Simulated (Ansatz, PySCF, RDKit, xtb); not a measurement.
**Which structure has the formula BN2H3F?**

Only the formula BN2H3F is given (odd number of electrons). Aim: find the structure of lowest free energy at 298.15 K, then its properties.

The funnel: GFN2-xTB relaxations, single points with a density functional, relaxations at r2SCAN-D4/def2-SVP, harmonic vibrations, and a last energy at a higher level. All values are calculated.

6 further runs of the same task are left out: 6 set aside as unsound or not needed.

## (1) Drawing up candidates

A program enumerates the bonding patterns with one Lewis structure each (two rings at most, one unusual centre or charged pair), with their diastereomers. O–O, O–halogen and N–halogen bonds and N–N–N chains are not drawn. That gives 9 candidates.

| label | SMILES | spin |
| --- | --- | --- |
| c133 | [NH]B(N)F | doublet |
| c149 | [NH3+][N-][B]F | doublet |
| c375 | NN[B]F | doublet |
| c403 | [N]=[NH+][BH2-]F | doublet |
| c470 | [N]=[B-]([NH3+])F | doublet |
| c524 | [NH-][NH2+][B]F | doublet |
| c733 | F[B@@H-]1[N][NH2+]1 | doublet |
| c738 | [NH]NBF | doublet |
| c832 | N[N]BF | doublet |

Candidates are built by distance geometry, with a force field where one applies, in up to four conformers (letters a to d). 5 starts with atoms placed at random are added, to find patterns that the rules miss.

Q: Predict the outcome of this search (final energies at CCSD(T)/def2-SVP + MP2/def2-TZVPP - MP2/def2-SVP).

| quantity | value |
| --- | --- |
| lowest structure found | [NH]B(N)F, doublet, C1 |
| next finalist | [NH]NBF, doublet, 33.9 kcal/mol higher in G |
| share at equilibrium, among the finalists | 100.0 % |
| harmonic wavenumbers, lowest and highest (r2SCAN-D4/def2-SVP) | 214 and 3733 cm⁻¹ |
| rotational constants, same geometry | 0.3273, 0.3135, 0.1614 cm⁻¹ |
| dipole moment (PBE0/def2-TZVPD) | 1.94 D |
| HOMO energy (highest over α and β) (PBE0/def2-TZVPD) | -7.99 eV |
| LUMO energy (lowest over α and β) (PBE0/def2-TZVPD) | -3.35 eV |
| lowest excitation (TD-CAM-B3LYP/def2-SVPD) | 1.44 eV (f = 0.001) |
| strongest of the states computed, same level | 4.14 eV (f = 0.035) |
| vertical ionisation energy (to the singlet cation) | 11.24 eV |
| vertical electron affinity | 1.26 eV |
| vertical quartet less doublet | +6.53 eV |

The lowest structure found is `[NH]B(N)F`. Among the finalists first place is clear (33.9 kcal/mol); structures outside the list aren't covered. GFN2-xTB, HF/STO-3G, r2SCAN-D4/def2-SVP, r2SCAN-D4/def2-SVP, relaxed, HF/def2-SVP and MP2/def2-SVP already put its bonding pattern lowest among the structures in one piece. One minimum inside the window was never screened. The stability test raises a flag; for an open shell a flag towards a general spinor solution can be the free rotation of the spin. Lowest found is not proven lowest: the search is finite, and each finalist counts with one conformer. Patterns outside the rules of the enumeration were met only by chance.
